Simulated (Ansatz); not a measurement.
# CH₆NOSi radical: basis-set convergence

One table from this session's results is given with a row withheld; the runs are named, their logs left out.

Computed with Ansatz 0.2.0, Gaussian basis. Level: one geometry, several basis sets.

Levels to be run: PBE0-D4/def2-SVP; ωB97M-V/def2-SVP; PBE0-D4/def2-QZVPP; ωB97M-V/def2-QZVPP; CCSD(T)/cc-pV(D+d)Z; CCSD(T)/cc-pV(T+d)Z; MP2/cc-pV(Q+d)Z; the functionals' def2-TZVPP values are taken from earlier runs.

## The geometry

All runs share one geometry, relaxed beforehand with PBE0-D4 in a triple-zeta def2 set.

SMILES `CO[SiH]N`, 10 atoms, charge 0, spin multiplicity 2.

Atoms are counted from 1 here; the program's logs count them from 0.

Bond lengths: C1–O2 1.408 Å, C1–H5 1.091 Å, C1–H6 1.096 Å, C1–H7 1.096 Å, O2–Si3 1.648 Å, Si3–N4 1.712 Å, Si3–H8 1.503 Å, N4–H9 1.007 Å, N4–H10 1.007 Å. Angles: O2–C1–H5 108.2°, O2–C1–H6 111.9°, O2–C1–H7 111.3°, H5–C1–H6 108.5°, H5–C1–H7 108.4°, H6–C1–H7 108.5°, C1–O2–Si3 123.8°, O2–Si3–N4 106.1°, O2–Si3–H8 112.4°, N4–Si3–H8 105.6°, Si3–N4–H9 119.7°, Si3–N4–H10 121.3°, H9–N4–H10 111.8°.

Set-up of the first run:

Input file in.yaml:

```yaml
crystal:
  periodic: [false, false, false]
  atoms:
    - {symbol: C, position_ang: [-1.728473, -0.307999, -0.635055]}
    - {symbol: O, position_ang: [-0.397452, 0.143771, -0.555572]}
    - {symbol: Si, position_ang: [0.605788, -0.176560, 0.712084]}
    - {symbol: N, position_ang: [2.163434, 0.341204, 0.227318]}
    - {symbol: H, position_ang: [-2.083210, -0.145421, -1.654391]}
    - {symbol: H, position_ang: [-1.812269, -1.375575, -0.403046]}
    - {symbol: H, position_ang: [-2.378196, 0.248232, 0.049744]}
    - {symbol: H, position_ang: [0.268290, 0.639382, 1.928439]}
    - {symbol: H, position_ang: [2.834478, 0.622074, 0.923827]}
    - {symbol: H, position_ang: [2.610611, -0.040208, -0.590447]}
basis:
  gaussian: {orbitals: def2-SVP}
magnetization: {spin_polarized: true, initial_magnetization: 1}
hamiltonian: {xc: pbe0, dispersion: d4}
output: {orbitals: {seedname: orbitals}}
```

The run is started by

```
$ ansatz run in.yaml --threads 2 --pin off --events-out ev --progress --plain --max-ram 32768MiB --backend cpu
```

Among the steps run: PBE0-D4 in def2-SVP; ωB97M-V in def2-SVP; PBE0-D4 in def2-QZVPP; ωB97M-V in def2-QZVPP.

One table of the session follows, with a row left open; its other results are not shown here.

```
functional       basis  HOMO (eV)  LUMO (eV)
   PBE0-D4    def2-SVP          ?          ?
   PBE0-D4  def2-TZVPP      -5.17      -1.46
   PBE0-D4  def2-QZVPP      -5.23      -1.55
   ωB97M-V    def2-SVP      -6.78       0.27
   ωB97M-V  def2-TZVPP      -6.96       0.08
   ωB97M-V  def2-QZVPP      -7.03      -0.07
```

Q: Estimate the row for PBE0-D4, def2-SVP from the others.

The run gave: HOMO (eV): -4.99; LUMO (eV): -1.37. In the column «HOMO (eV)» it is the highest.
